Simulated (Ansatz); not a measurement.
# GaC3: the cost of one run

Program: Ansatz 0.2.0. Level of theory: DFT PBE, scalar-relativistic, plane waves, PAW. These are calculated values, not measurements.

## Step 1: The structure to begin with

The structure is cubic, space group Pm-3m (No. 221). Conventional cell: a = 3.319 Å, b = 3.319 Å, c = 3.319 Å, α = 90.00°, β = 90.00°, γ = 90.00°. Ga (site symmetry m-3m) is surrounded by 12 C at 2.35 Å. Around C (site symmetry 4/mmm) lie 4 Ga at 2.35 Å and 8 C at 2.35 Å.

Coordinates:

```cif
data_structure
_symmetry_space_group_name_H-M 'Pm-3m'
_symmetry_Int_Tables_number 221
_cell_length_a 3.3189
_cell_length_b 3.3189
_cell_length_c 3.3189
_cell_angle_alpha 90.000
_cell_angle_beta 90.000
_cell_angle_gamma 90.000
_cell_volume 36.56
loop_
_atom_site_label
_atom_site_type_symbol
_atom_site_symmetry_multiplicity
_atom_site_Wyckoff_symbol
_atom_site_fract_x
_atom_site_fract_y
_atom_site_fract_z
_atom_site_occupancy
Ga1 Ga 1 a 0.00000 0.00000 0.00000 1
C1 C 3 c 0.00000 0.50000 0.50000 1
```

The structure comes from the Materials Project (structure only).

## Step 2: A distortion that keeps the symmetry

What differs from the listed cell: strain xx, yy, zz, yz, xz, xy = +0.5, +0.5, +0.5, +0.0, +0.0, +0.0 %.

Input file input.yaml:

```yaml
crystal:
  lattice:
    - [3.3345138661, 0.0, 0.0]
    - [0.0, 3.3345138661, 0.0]
    - [0.0, 0.0, 3.3345138661]
  atoms:
    - { symbol: Ga, position: [0.0, 0.0, 0.0] }
    - { symbol: C, position: [0.0, 0.5, 0.5] }
    - { symbol: C, position: [0.5, 0.0, 0.5] }
    - { symbol: C, position: [0.5, 0.5, 0.0] }
basis:
  ecutwfc: 420
kpoints:
  mp_grid: { grid: [12, 12, 12] }
hamiltonian:
  xc: pbe
scf:
  occupations: { method: gaussian, width: 0.1 }
output:
  forces: true
  stress: true
  eigenvalues: true
```

Command:

```sh
> ansatz run input.yaml --threads 1 --pin off --max-ram 1331MiB --backend cpu --events-out ev --progress --plain --runs-dir out
```

Q: Estimate wall time and peak memory on 1 thread of an x86-64 CPU, shared host.

About 4.3 s, with a peak of 0.36 GiB.
